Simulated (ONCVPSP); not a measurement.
# An ONCV potential for silicon, from input to tests

Do these settings give a usable potential? It is generated, then checked for transferability, scattering, ghosts and hardness.

The numbers are computed with ONCVPSP 4.0.1.1 (patched build) (LDA (Perdew-Wang 92), scalar-relativistic, spin-unpolarised reference atom).

### Step 1. Starting point

Typed settings, in words:

```
element                 : silicon (Si, Z = 14)
type                    : optimised norm-conserving Vanderbilt (ONCV)
frozen core             : [He]
valence charge          : 12
reference configuration : 2s2 2p6 3s2 3p2
partial waves           : 2s+3s: rc 0.90 bohr, ncon 4, nbas 9, qcut 11.1 1/bohr, 2 projectors; 2p+3p: rc 1.00 bohr, ncon 3, nbas 7, qcut 17.2 1/bohr, 3 projectors, debl 1.6 Ha; d scattering state at 0.22 Ha: rc 0.80 bohr, ncon 3, nbas 6, qcut 11.2 1/bohr, 2 projectors, debl 3 Ha
local potential         : polynomial inside 0.65 bohr (lpopt 5, dvloc0 4 Ha)
core correction         : not asked for
```

### Step 2. Generation

Si.dat

```
# ATOM AND REFERENCE CONFIGURATION
# atsym  z   nc   nv     iexc    psfile
  Si 14.00    1    4  -001012      upf
#
#   n    l    f
    1    0    2.00
    2    0    2.00
    2    1    6.00
    3    0    2.00
    3    1    2.00
#
# PSEUDOPOTENTIAL AND OPTIMIZATION
# lmax
    2
#
#   l,   rc,      ep,       ncon, nbas, qcut
    0    0.90    0.00    4    9   11.10
    1    1.00    0.00    3    7   17.20
    2    0.80    0.22    3    6   11.20
#
# LOCAL POTENTIAL
# lloc, lpopt,  rc(5),   dvloc0
    4    5    0.65    4.00
#
# VANDERBILT-KLEINMAN-BYLANDER PROJECTORs
# l, nproj, debl
    0    2    1.70
    1    3    1.60
    2    2    3.00
#
# MODEL CORE CHARGE
# icmod, fcfact, rcfact
    0    0.00    0.00
#
# LOG DERIVATIVE ANALYSIS
# epsh1, epsh2, depsh
   -7.00    5.00    0.04
#
# OUTPUT GRID
# rlmax, drl
    6.00    0.01
#
# TEST CONFIGURATIONS
# ncnf
    4
# nvcnf
#   n    l    f
    4
    2    0    2.00
    2    1    6.00
    3    0    2.00
    3    1    1.00
#
    4
    2    0    2.00
    2    1    6.00
    3    0    2.00
    3    1    0.00
#
    4
    2    0    2.00
    2    1    6.00
    3    0    1.00
    3    1    0.00
#
    4
    2    0    2.00
    2    1    6.00
    3    0    0.00
    3    1    4.00
#
```

Command:

```bash
$ oncvpsp.x < Si.dat > Si.out
```

Output in Si.out (without the consistency checks and plot data):

```text
ONCVPSP  (Optimized Norm-Conservinng Vanderbilt PSeudopotential)
scalar-relativistic version 4.0.1.1, modified

#   n    l    f        energy (Ha)
    1    0    2.00    -6.5357271E+01
    2    0    2.00    -5.0987344E+00
    2    1    6.00    -3.5135690E+00
    3    0    2.00    -3.9979966E-01
    3    1    2.00    -1.5298098E-01

Reference configufation results
  iterations    24
  all-electron total energy (Ha)   -2.88821565D+02

Begin loop to  construct optimized pseudo wave functions
and semi-local pseudopoentials for all angular momenta

Calculating optimized projector #   1

 for l=   0

    Fraction of norm inside rc  0.902116
    Optimizing pswf for qcut=  11.11 a_B^-1,  ecut=  61.76 Ha
    Residual kinetic energy error=  1.45D-05 Ha

    Energy error per electron        Cutoff
         Ha          eV             Ha
         0.01000     0.27211       22.95
         0.00100     0.02721       29.33
         0.00010     0.00272       43.24
         0.00001     0.00027       84.36

Calculating optimized projector #   2

 for l=   0

    Fraction of norm inside rc  0.040382
    Optimizing pswf for qcut=  11.11 a_B^-1,  ecut=  61.76 Ha
    Residual kinetic energy error=  1.42D-05 Ha

    Energy error per electron        Cutoff
         Ha          eV             Ha
         0.01000     0.27211       17.13
         0.00100     0.02721       24.04
         0.00010     0.00272       46.04
         0.00001     0.00027       65.26

   Wellstate for l =  1  n =  4
     eigenvalue =   1.4470
     asymptotic potential =   1.9470
     half-point radius =  2.9941

Calculating optimized projector #   1

 for l=   1

    Fraction of norm inside rc  0.933940
    Optimizing pswf for qcut=  17.19 a_B^-1,  ecut= 147.80 Ha
    Residual kinetic energy error=  1.33D-08 Ha

    Energy error per electron        Cutoff
         Ha          eV             Ha
         0.01000     0.27211       79.99
         0.00100     0.02721       97.08
         0.00010     0.00272      111.40
         0.00001     0.00027      122.79

Calculating optimized projector #   2

 for l=   1

    Fraction of norm inside rc  0.029274
    Optimizing pswf for qcut=  17.19 a_B^-1,  ecut= 147.80 Ha
    Residual kinetic energy error=  5.42D-09 Ha

    Energy error per electron        Cutoff
         Ha          eV             Ha
         0.01000     0.27211       59.44
         0.00100     0.02721       81.66
         0.00010     0.00272      100.05
         0.00001     0.00027      115.11

Calculating optimized projector #   3

 for l=   1

    Fraction of norm inside rc  0.051408
    Optimizing pswf for qcut=  17.19 a_B^-1,  ecut= 147.80 Ha
    Residual kinetic energy error=  1.83D-08 Ha

    Energy error per electron        Cutoff
         Ha          eV             Ha
         0.01000     0.27211       67.19
         0.00100     0.02721       88.84
         0.00010     0.00272      106.66
         0.00001     0.00027      120.53

   Wellstate for l =  2  n =  3
     eigenvalue =   0.2200
     asymptotic potential =   0.7200
     half-point radius =  5.9512

   Wellstate for l =  2  n =  4
     eigenvalue =   3.2200
     asymptotic potential =   3.7200
     half-point radius =  2.1538

Calculating optimized projector #   1

 for l=   2

    Fraction of norm inside rc  0.005150
    Optimizing pswf for qcut=  11.22 a_B^-1,  ecut=  62.97 Ha
    Residual kinetic energy error=  1.31D-05 Ha

    Energy error per electron        Cutoff
         Ha          eV             Ha
         0.01000     0.27211        9.86
         0.00100     0.02721       27.11
         0.00010     0.00272       47.00
         0.00001     0.00027       65.63

Calculating optimized projector #   2

 for l=   2

    Fraction of norm inside rc  0.073322
    Optimizing pswf for qcut=  11.22 a_B^-1,  ecut=  62.97 Ha
    Residual kinetic energy error=  4.39D-04 Ha

    Energy error per electron        Cutoff
         Ha          eV             Ha
         0.01000     0.27211       37.27
         0.00100     0.02721       56.98
         0.00010     0.00272       75.85
         0.00001     0.00027      198.63

Construct Vanderbilt / Kleinmman-Bylander projectors

B matrix Hermiticity error, ll=   0
   1   2    5.1504E-04

  Orthonormal projector coefficients  4.8440E+00 -2.4449E+00

B matrix Hermiticity error, ll=   1
   1   2    2.4934E-04
   1   3   -4.4386E-04
   2   3    3.8544E-05

  Orthonormal projector coefficients -1.7787E+01 -7.3648E+00 -9.4894E-01

B matrix Hermiticity error, ll=   2
   1   2    2.1492E-05

  Orthonormal projector coefficients -1.0598E+01 -2.4743E+00

Pseudoatom total energy -100.076984

Diagnostic tests using Vanderbilt-Kleinman-Bylander pseudopotentials
  1 or more projectors used as specified by nproj input data

   l    rcore       rmatch      e in        delta e   norm test  slope test

   0   0.9045223   0.9319856  -5.0987344  -0.0000375   1.0003191   1.0003125
   0   0.9045223   0.9319856  -0.3997997   0.0000102   1.0000305   1.0000531

   1   1.0013478   1.0317509  -3.5135690  -0.0000112   1.0001676   1.0001781
   1   1.0013478   1.0317509  -0.1529810   0.0000101   1.0000705   1.0000718
   1   1.0013478   1.0317509   1.4470190   0.0000370   1.0002873   1.0002873

   2   0.8025270   0.8268935   0.2200000  -0.0001976   1.0001419   1.0001419
   2   0.8025270   0.8268935   3.2200000  -0.0001089   1.0002163   1.0002163

 Testing for bound ghosts
   n   l    E NL Schr. Eq   E Basis Diag.   E Cutoff

   1   0       -5.098772       -5.098722    427.23
   2   0       -0.399789       -0.019606    427.23

   2   1       -3.513580       -3.513527    302.79
   3   1       -0.152971        0.213570    302.79

 Testing for highly-localized positive-energy ghosts
       l    <radius>/rc     E Basis Diag.   E Cutoff

Test configuration 0

   n   l     f        eae           eps        diff
   1   0  2.0000  -65.35727083
   2   0  2.0000   -5.09873440   -5.09877191   -3.75D-05
   2   1  6.0000   -3.51356899   -3.51358019   -1.12D-05
   3   0  2.0000   -0.39979966   -0.39978942    1.02D-05
   3   1  2.0000   -0.15298098   -0.15297088    1.01D-05

    Total energies and differences
      AE_ref= -2.88821565D+02  AE_tst= -2.88821565D+02  dif=  0.00D+00
      PS_ref= -1.00076984D+02  PS_tst= -1.00076984D+02  dif=  8.53D-14
      PSP excitation error= -8.53D-14

Test configuration 1

   n   l     f        eae           eps        diff
   1   0  2.0000  -65.71359614
   2   0  2.0000   -5.44802722   -5.44794885    7.84D-05
   2   1  6.0000   -3.86347150   -3.86267865    7.93D-04
   3   0  2.0000   -0.70200597   -0.70199268    1.33D-05
   3   1  1.0000   -0.43168027   -0.43163218    4.81D-05

    Total energies and differences
      AE_ref= -2.88821565D+02  AE_tst= -2.88534085D+02  dif=  2.87D-01
      PS_ref= -1.00076984D+02  PS_tst= -9.97895141D+01  dif=  2.87D-01
      PSP excitation error=  1.03D-05

Test configuration 2

   n   l     f        eae           eps        diff
   1   0  2.0000  -66.16404174
   2   0  2.0000   -5.88265798   -5.88247813    1.80D-04
   2   1  6.0000   -4.29934030   -4.29701311    2.33D-03
   3   0  2.0000   -1.05319112   -1.05315028    4.08D-05

    Total energies and differences
      AE_ref= -2.88821565D+02  AE_tst= -2.87942142D+02  dif=  8.79D-01
      PS_ref= -1.00076984D+02  PS_tst= -9.91976439D+01  dif=  8.79D-01
      PSP excitation error=  8.30D-05

Test configuration 3

   n   l     f        eae           eps        diff
   1   0  2.0000  -66.74319790
   2   0  2.0000   -6.43666669   -6.43813533   -1.47D-03
   2   1  6.0000   -4.85429247   -4.85215692    2.14D-03
   3   0  1.0000   -1.45855800   -1.45864044   -8.24D-05

    Total energies and differences
      AE_ref= -2.88821565D+02  AE_tst= -2.86687571D+02  dif=  2.13D+00
      PS_ref= -1.00076984D+02  PS_tst= -9.79430215D+01  dif=  2.13D+00
      PSP excitation error=  3.14D-05

Test configuration 4

   n   l     f        eae           eps        diff
   1   0  2.0000  -65.47326216
   2   0  2.0000   -5.21257253   -5.21470335   -2.13D-03
   2   1  6.0000   -3.62621600   -3.62920503   -2.99D-03
   3   1  4.0000   -0.19321462   -0.19322894   -1.43D-05

    Total energies and differences
      AE_ref= -2.88821565D+02  AE_tst= -2.88315129D+02  dif=  5.06D-01
      PS_ref= -1.00076984D+02  PS_tst= -9.95705656D+01  dif=  5.06D-01
      PSP excitation error=  1.79D-05
```

Wall time 3.6 s (1 thread of Intel Xeon 6975P-C, shared host).

All-electron and pseudo partial waves u(r) = r·R(r), from the program's wave files:

```tsv
r (bohr)	2p AE	2p PS
0.050	0.1549	0.0546
0.100	0.4463	0.2086
0.150	0.7360	0.4346
0.200	0.9721	0.6950
0.250	1.1414	0.9497
0.300	1.2462	1.1637
0.350	1.2978	1.3151
0.400	1.3066	1.3940
0.450	1.2842	1.4063
0.500	1.2390	1.3641
0.550	1.1787	1.2860
0.600	1.1090	1.1889
0.650	1.0340	1.0862
0.700	0.9570	0.9869
0.750	0.8803	0.8950
0.800	0.8056	0.8115
0.850	0.7340	0.7358
0.900	0.6662	0.6665
0.950	0.6027	0.6027
1.000	0.5438	0.5437
1.050	0.4894	0.4893
1.100	0.4395	0.4394
1.150	0.3939	0.3939
1.200	0.3525	0.3525
1.250	0.3150	0.3149
1.300	0.2811	0.2810
```

### Step 3. Transferability, from the output's test configurations

Energies count from the reference configuration 2s2 2p6 3s2 3p2; the error is all-electron less pseudo.

```tsv
valence configuration	charge	ΔE all-electron (eV)	error AE − PS (meV)
2s2 2p6 3s2 3p1	+1	7.823	+0.3
2s2 2p6 3s2 3p0	+2	23.930	+2.3
2s2 2p6 3s1 3p0	+3	58.069	+0.9
2s2 2p6 3s0 3p4	0	13.781	+0.5
```

### Step 4. Logarithmic derivatives

Taken from the files of the generation run. The phase is arctan(r·R′/R) of the radial function R, unwrapped, with energies in Ha. A pole is an energy at which the radial function vanishes at the test radius. The pseudo phase is shifted by a multiple of π to meet the all-electron one at the reference energy. Levels narrower than the energy grid can be missing from the poles. The last column is the largest difference on the grid between −0.5 and +0.5 Ha.

| channel | radius (bohr) | reference (Ha) | poles AE | poles PS | window around the reference with phases within 0.05 rad (Ha) | largest difference near zero (rad) |
| --- | --- | --- | --- | --- | --- | --- |
| s | 0.92 | -0.40 | -3.56 | -3.56 | the whole range | 0.000 |
| p | 1.01 | -0.15 | -2.76 | -2.76 | the whole range | 0.000 |
| d | 0.81 | 0.22 | none | none | the whole range | 0.000 |

Phases (rad) along the scan:

```tsv
E (Ha)	d AE	d PS	s AE	s PS
-6.96	1.151	1.151	0.098	0.096
-6.32	1.129	1.129	-0.521	-0.521
-5.68	1.104	1.104	-1.004	-1.004
-5.04	1.076	1.076	-1.278	-1.278
-4.40	1.043	1.043	-1.439	-1.439
-3.76	1.005	1.005	-1.544	-1.544
-3.12	0.959	0.959	-1.622	-1.622
-2.48	0.904	0.904	-1.685	-1.686
-1.84	0.837	0.837	-1.741	-1.742
-1.20	0.755	0.755	-1.795	-1.795
-0.56	0.651	0.651	-1.849	-1.849
0.08	0.522	0.522	-1.907	-1.907
0.72	0.360	0.360	-1.974	-1.974
1.36	0.164	0.164	-2.055	-2.055
2.00	-0.060	-0.060	-2.156	-2.157
2.64	-0.294	-0.294	-2.290	-2.292
3.28	-0.514	-0.514	-2.472	-2.478
3.92	-0.705	-0.705	-2.719	-2.732
4.56	-0.861	-0.861	-3.034	-3.057
```

### Step 5. Convergence and ghost test

Read off the output, the cutoffs (Ha) at which the residual kinetic energy of the hardest occupied pseudo-wave falls to 1 and 0.1 mHa per electron: 97 Ha and 111 Ha.

The program's own ghost test: no bound ghost flagged; no localised positive-energy state flagged.

Cutoff (Ha) at which the first wave of each channel reaches a given error (Ha per electron):

```tsv
error	s	p	d
1.0e-02	23.0	80.0	9.9
3.2e-03	26.3	88.9	17.5
1.0e-03	29.3	97.1	27.1
3.2e-04	32.4	104.6	37.0
1.0e-04	43.2	111.4	47.0
3.2e-05	55.0	117.6	56.0
1.0e-05	84.4	122.8	65.6
```

### Step 6. What came out

```
                                                quantity                          value
  cutoffs for 1 and 0.1 mHa per electron, occupied waves               97 Ha and 111 Ha
                                            bound ghosts                     none found
                                          GHOST(+) flags             none at low energy
                            largest test error (AE − PS)  +2.3 meV, for 2s2 2p6 3s2 3p0
largest phase difference near zero energy, channels read                      0.000 rad
```

In words: By total energies transferability is very good: the largest error is 2.3 meV on 23.9 eV, for 2s2 2p6 3s2 3p0. It counts as very hard, with 97 Ha needed at the looser tolerance. At the looser tolerance the 2p wave is the slowest; 3p needs 82 Ha. It is free of bound ghosts as far as tested. Near zero energy the phases of the channels with partial waves agree within 0.001 rad. All of this concerns the isolated atom, not yet a solid.
